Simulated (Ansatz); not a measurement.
# LaRuAsO: the cost of one run

Method: DFT PBE+U (U_eff = 2.5 eV on Ru 4d), scalar-relativistic, plane waves, PAW, in Ansatz 0.2.0.

These runs use a low cutoff (300 eV) and a coarse mesh on purpose, to show what cheap settings give: their numbers aren't properties of the material.

## 1. The starting structure

Symmetry: P4/nmm, No. 129, tetragonal system. Conventional cell: a = 4.120 Å, b = 4.120 Å, c = 8.491 Å, α = 90.00°, β = 90.00°, γ = 90.00°. La (site symmetry 4mm) is surrounded by 4 O at 2.35 Å. As (site symmetry 4mm) is surrounded by 4 Ru at 2.50 Å. Around Ru (site symmetry -4m2) lie 4 As at 2.50 Å. Around O (site symmetry -4m2) lie 4 La at 2.35 Å.

Structure file:

```cif
data_structure
_symmetry_space_group_name_H-M 'P4/nmm:1'
_symmetry_Int_Tables_number 129
_cell_length_a 4.1195
_cell_length_b 4.1195
_cell_length_c 8.4913
_cell_angle_alpha 90.000
_cell_angle_beta 90.000
_cell_angle_gamma 90.000
_cell_volume 144.10
loop_
_atom_site_label
_atom_site_type_symbol
_atom_site_symmetry_multiplicity
_atom_site_Wyckoff_symbol
_atom_site_fract_x
_atom_site_fract_y
_atom_site_fract_z
_atom_site_occupancy
La1 La 2 c 0.50000 0.00000 0.13338 1
As1 As 2 c 0.50000 0.00000 0.66640 1
Ru1 Ru 2 b 0.00000 0.00000 0.50000 1
O1 O 2 a 0.00000 0.00000 0.00000 1
```

The moments start at Ru 1.00 μB.

## 2. A coarse mesh, to find the state of the open shells

File input.yaml:

```yaml
crystal:
  lattice:
    - [4.11954, 0.0, 0.0]
    - [0.0, 4.11954, 0.0]
    - [0.0, 0.0, 8.49128]
  atoms:
    - { symbol: La, position: [0.5, 0.0, 0.13338] }
    - { symbol: La, position: [0.0, 0.5, 0.86662] }
    - { symbol: As, position: [0.5, 0.0, 0.6664] }
    - { symbol: As, position: [0.0, 0.5, 0.3336] }
    - { symbol: Ru, position: [0.0, 0.0, 0.5], spin: 1.0 }
    - { symbol: Ru, position: [0.5, 0.5, 0.5], spin: 1.0 }
    - { symbol: O, position: [0.0, 0.0, 0.0] }
    - { symbol: O, position: [0.5, 0.5, 0.0] }
basis:
  ecutwfc: 300
  ecutrho_ratio: 4
kpoints:
  mp_grid: { grid: [4, 4, 2] }
hamiltonian:
  xc: pbe
  hubbard: { sites: [{ species: Ru, l: d, u_eff: 2.5 }] }
scf:
  occupations: { method: gaussian, width: 0.05 }
output:
  forces: true
  stress: true
  eigenvalues: true
  populations: true
  hubbard: { sites: [{ species: La, l: f }, { species: Ru, l: d }] }
magnetization:
  spin_polarized: true
```

Started as:

```bash
$ ansatz run input.yaml --threads 2 --pin off --max-ram 5120MiB --backend cpu --events-out ev --progress --plain --runs-dir out
```

**Question.** How long does this run take on 2 threads of Intel Xeon Platinum 8259CL at 2.50GHz (Skylake/Cascade Lake), shared host, and how much memory does it need?

About 23 s, with a peak of 0.65 GiB.
